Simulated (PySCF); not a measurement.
**Os₃: singlet, from a PBE0 minimum start**

The task is one start of a wider search on Os₃: the singlet, from a PBE0 minimum start. It is relaxed, tested by its Hessian and followed downhill if it is a saddle.

Computed with PySCF 2.14.0. Level: PBE0, basis Os def2-SVP with ECP60, scalar-relativistic core potentials, no spin–orbit coupling, density fitting.

## 1. Starting geometry

3 atoms, charge 0, spin multiplicity 1.

Bond lengths: Os1–Os2 2.277 Å, Os1–Os3 2.277 Å, Os2–Os3 2.277 Å. Angles: Os2–Os1–Os3 60.0°, Os1–Os2–Os3 60.0°, Os1–Os3–Os2 60.0°.

```xyz
3
charge 0 multiplicity 1
Os    0.6574   -1.1387    0.0000
Os   -1.3148    0.0000    0.0000
Os    0.6574    1.1387    0.0000
```

## 2. The SCF at the typed geometry

The steps below are one call of a driver around PySCF. For each, scf.py gives the equivalent set-up of the SCF; relaxations use the driver's own optimiser. After this first run the driver tries any further starts and a stability analysis.

Contents of scf.py:

```python
from pyscf import gto, scf, dft
mol = gto.M(atom='''
Os     0.657400    -1.138660     0.000000
Os    -1.314810     0.000000     0.000000
Os     0.657400     1.138660     0.000000''',
    basis={'Os': 'def2-SVP'},
    ecp={'Os': 'def2-SVP'},
    charge=0, spin=0)
mf = dft.RKS(mol, xc='PBE0')
mf.grids.atom_grid = (50, 194)
aux = {'Os': 'def2-universal-JKFIT'}
mf = mf.density_fit(auxbasis=aux)
mf.conv_tol = 1e-08
mf.diis_space = 10
mf.max_cycle = 60
mf.init_guess = 'huckel'
mf.verbose = 4
mf.kernel()
```

The run is started by

```console
$ OMP_NUM_THREADS=2 python axn.py task.json out
```

The log of the run:

```text
init E= -270.781262282613
  HOMO = -0.110708841706798  LUMO = -0.0969947095838032  gap/eV = 0.37318
cycle= 1 E= -271.567715779312  delta_E= -0.786  |g|= 0.801  |ddm|= 3.91
  HOMO = -0.170235906029718  LUMO = -0.130490316643648  gap/eV = 1.08153
cycle= 2 E= -271.585525531723  delta_E= -0.0178  |g|= 0.834  |ddm|= 1.58
  HOMO = -0.182328092932548  LUMO = -0.140569577603093  gap/eV = 1.13631
cycle= 3 E= -271.693374450979  delta_E= -0.108  |g|= 0.186  |ddm|= 0.681
  HOMO = -0.157906024643976  LUMO = -0.119362893581005  gap/eV = 1.04881
cycle= 4 E= -271.704669057125  delta_E= -0.0113  |g|= 0.0645  |ddm|= 0.597
  HOMO = -0.161275673732455  LUMO = -0.120623248439608  gap/eV = 1.10621
cycle= 5 E= -271.707107430002  delta_E= -0.00244  |g|= 0.052  |ddm|= 0.246
  HOMO = -0.161267875176539  LUMO = -0.120597959375997  gap/eV = 1.10668
cycle= 6 E= -271.707451728889  delta_E= -0.000344  |g|= 0.0581  |ddm|= 0.102
  HOMO = -0.16042099622259  LUMO = -0.117745450114784  gap/eV = 1.16126
cycle= 7 E= -271.710111409343  delta_E= -0.00266  |g|= 0.00864  |ddm|= 0.541
  HOMO = -0.161339266906433  LUMO = -0.119371549297211  gap/eV = 1.14200
cycle= 8 E= -271.71015290876  delta_E= -4.15e-05  |g|= 0.000994  |ddm|= 0.0548
  HOMO = -0.161246493298436  LUMO = -0.119159321487348  gap/eV = 1.14525
cycle= 9 E= -271.710153409079  delta_E= -5e-07  |g|= 0.000318  |ddm|= 0.0071
  HOMO = -0.161260606527731  LUMO = -0.119187170933405  gap/eV = 1.14488
cycle= 10 E= -271.710153431698  delta_E= -2.26e-08  |g|= 0.000102  |ddm|= 0.000486
  HOMO = -0.161271325708405  LUMO = -0.119208847566415  gap/eV = 1.14458
cycle= 11 E= -271.710153435005  delta_E= -3.31e-09  |g|= 2.49e-05  |ddm|= 0.000345
  HOMO = -0.161271866597552  LUMO = -0.11920684446963  gap/eV = 1.14465
Extra cycle  E= -271.710153431524  delta_E= 3.48e-09  |g|= 0.000131  |ddm|= 0.00018
converged SCF energy = -271.710153431524
```

This step, with its further starts and checks, took 9.3 s on 2 threads of Arm Neoverse V1, shared host.

This is not the lowest solution: one lies 215.5 kJ/mol lower, at -271.79222 Eh, and the relaxation starts from that.

## 3. PBE0 minimum start, singlet: relaxation

The program finds D3h symmetry in the start, which this walk keeps. The walk stops when the largest gradient is under 0.0003 Eh/bohr and the energy has settled too.

Changes to scf.py since step 2:

```diff
@@ -3,3 +3,3 @@
-Os     0.657400    -1.138660     0.000000
-Os    -1.314810     0.000000     0.000000
-Os     0.657400     1.138660     0.000000''',
+Os     0.657404    -1.138658     0.000000
+Os    -1.314809     0.000000     0.000000
+Os     0.657404     1.138658     0.000000''',
@@ -16 +15,0 @@
-mf.init_guess = 'huckel'
```

The optimiser's trace:

```
step  energy (Eh)  change (kJ/mol)  largest symmetric gradient (Eh/bohr)
   0  -271.792217             0.00                               0.00732
   1  -271.792324            -0.28                               0.00051
   2  -271.792325            -0.28                               0.00001
```

The walk took 14 s.

Geometry (Å) and forces (eV/Å) at some steps:

```
step 0
Os   0.657  -1.139   0.000   0.186  -0.329   0.000
Os  -1.315   0.000   0.000  -0.373   0.000   0.000
Os   0.657   1.139   0.000   0.186   0.329   0.000
step 1
Os   0.660  -1.143   0.000   0.011  -0.026   0.000
Os  -1.320   0.000   0.000  -0.023   0.000   0.000
Os   0.660   1.143   0.000   0.011   0.026   0.000
step 2
Os   0.660  -1.143   0.000  -0.002  -0.004   0.000
Os  -1.320   0.000   0.000   0.003   0.000   0.000
Os   0.660   1.143   0.000  -0.002   0.004   0.000
```

End point (D3h, 2 steps, 0.3 kJ/mol gained): Os–Os 2.286 Å (×3); Os–Os–Os 60.0° (×3).

## 4. Frequencies

On the finer grid the gradient is checked again; gradients at displacements of ±0.02 bohr then give force constants and infrared intensities.

Changes to scf.py since step 3:

```diff
@@ -3,3 +3,3 @@
-Os     0.657404    -1.138658     0.000000
-Os    -1.314809     0.000000     0.000000
-Os     0.657404     1.138658     0.000000''',
+Os     0.659950    -1.143066     0.000000
+Os    -1.319899     0.000000     0.000000
+Os     0.659950     1.143066     0.000000''',
@@ -10 +10 @@
-mf.grids.atom_grid = (50, 194)
+mf.grids.atom_grid = (75, 302)
@@ -13 +13 @@
-mf.conv_tol = 1e-08
+mf.conv_tol = 1e-10
```

The driver hands on the density of the step before, so the log starts near convergence.

Log of the central SCF (cycles and frontier levels):

```text
init E= -271.792182499208
  HOMO = -0.184944942132987  LUMO = -0.0988398066665865  gap/eV = 2.34304
cycle= 1 E= -271.792182499186  delta_E= 2.21e-11  |g|= 1.09e-05  |ddm|= 2.13e-05
  HOMO = -0.184947299650795  LUMO = -0.0988422056855282  gap/eV = 2.34304
cycle= 2 E= -271.792182498373  delta_E= 8.14e-10  |g|= 6.29e-05  |ddm|= 6.62e-05
  HOMO = -0.184946148053067  LUMO = -0.0988410019965332  gap/eV = 2.34304
cycle= 3 E= -271.792182499198  delta_E= -8.26e-10  |g|= 8.87e-06  |ddm|= 5.47e-05
  HOMO = -0.184945645680281  LUMO = -0.0988405127234226  gap/eV = 2.34304
cycle= 4 E= -271.792182499213  delta_E= -1.51e-11  |g|= 2.12e-07  |ddm|= 1.43e-05
  HOMO = -0.184945675950448  LUMO = -0.0988405571313662  gap/eV = 2.34304
Extra cycle  E= -271.792182499213  delta_E= 3.98e-13  |g|= 2.41e-07  |ddm|= 1.49e-06
converged SCF energy = -271.792182499213
```

The whole step took 47 s.

Geometry: D3h; Os–Os 2.286 Å (×3); Os–Os–Os 60.0° (×3).

Modes, for the most abundant isotopes:

```tsv
symmetry	ω (cm⁻¹)	IR (km/mol)	μ (u)
e'	234	0.0	191.96
a1'	315	0.0	191.96
```

No imaginary mode, so this is a minimum.

Properties at this point:

```yaml
Dipole_moment: 0.00 D
Highest_occupied_level: -5.03 eV
Lowest_empty_level: -2.69 eV
Rotational_constants: 0.03361, 0.03361, 0.0168 cm⁻¹
Zero-point_energy: 4.7 kJ/mol
Principal_polarisabilities: 112.4, 137.9, 137.9 bohr³
Atomisation_energy_without_zero-point_energy: 435 kJ/mol
Principal_traceless_quadrupole_moments_about_the_centre_of_mass: -13.68, 6.84, 6.84 D Å
Entropy_at_298.15_K_and_1_bar: 323.2 J/(mol K)
Heat_capacity_Cp_at_298.15_K: 55.1 J/(mol K)
Enthalpy_at_298.15_K_above_0_K: 13.64 kJ/mol
Rotational_symmetry_number: 6
```

Charges (e) and bond orders:

```json
{"atom": "Os1", "Mulliken": "0.00", "Löwdin": "0.00", "polar tensor": "0.00", "Mayer order to Os1": "–"}
{"atom": "Os2,3", "Mulliken": "0.00", "Löwdin": "0.00", "polar tensor": "0.00", "Mayer order to Os1": "1.96"}
```

Outer orbital energies (eV). occupied: -8.09, -7.15, -6.75, -6.75, -5.29, -5.29, -5.03, -5.03; empty: -2.69, -2.69, -2.46, -2.46.

Mulliken populations on Os1 (outside its core potential): s 3.23, p 6.04, d 6.70, f 0.03.

## 5. A spin-polarised start

A stability analysis found the closed shell of the lowest minimum unstable towards spin polarisation, so the unrestricted solution is followed.

The program finds D3h symmetry in the start, which may break. Threshold on the gradient: 0.0003 Eh/bohr, with a further test on the energy change.

Changes to scf.py since step 4:

```diff
@@ -4 +4 @@
-Os    -1.319899     0.000000     0.000000
+Os    -1.319899    -0.000000     0.000000
@@ -9,2 +9,2 @@
-mf = dft.RKS(mol, xc='PBE0')
-mf.grids.atom_grid = (75, 302)
+mf = dft.UKS(mol, xc='PBE0')
+mf.grids.atom_grid = (50, 194)
@@ -13 +13 @@
-mf.conv_tol = 1e-10
+mf.conv_tol = 1e-08
```

The optimiser's trace:

```
step  energy (Eh)  change (kJ/mol)  largest gradient (Eh/bohr)
   0  -271.810732             0.00                     0.00821
   1  -271.810874            -0.37                     0.00071
   2  -271.810875            -0.37                     0.00002
```

The walk took 16 s.

Geometry (Å) and forces (eV/Å) at some steps:

```
step 0
Os   0.660  -1.143   0.000   0.213  -0.372   0.000
Os  -1.320   0.000   0.000  -0.422   0.002   0.000
Os   0.660   1.143   0.000   0.210   0.370   0.000
step 1
Os   0.663  -1.148   0.000   0.019  -0.034   0.000
Os  -1.325   0.000   0.000  -0.036   0.001   0.000
Os   0.663   1.148   0.000   0.018   0.033   0.000
step 2
Os   0.663  -1.148   0.000   0.000  -0.001   0.000
Os  -1.326   0.000   0.000   0.000   0.000   0.000
Os   0.663   1.148   0.000   0.000   0.001   0.000
```

End point (D3h, 2 steps, 0.4 kJ/mol gained): Os–Os 2.297 Å (×3); Os–Os–Os 60.0° (×3).

## 6. Frequencies

The point was taken to the finer grid, but the Hessian ran out of time, so its nature is unknown.

## 7. Results

| quantity | value |
| --- | --- |
| minimum | singlet, D3h (closed shell, unstable towards spin polarisation) |
| geometry | Os–Os 2.286 Å (×3); Os–Os–Os 60.0° (×3) |
| wavenumbers (cm⁻¹) | 234 (e'), 315 (a1') |
| dipole moment | 0.00 D |
| highest occupied, lowest empty level | -5.03, -2.69 eV |
| polar-tensor charge of Os1 | -0.00 e |
| zero-point energy | 4.7 kJ/mol |

In words: The PBE0 minimum start keeps its D3h symmetry and ends in a minimum. The first SCF alone would have been 215 kJ/mol too high. Other starts or spin states, not run here, may lie lower. The closed shell proved unstable towards spin polarisation, so a lower open-shell solution exists. With an element this heavy the missing spin–orbit coupling can shift these numbers.

The search up to here took 4.5 min on 2 threads of Arm Neoverse V1, shared host.
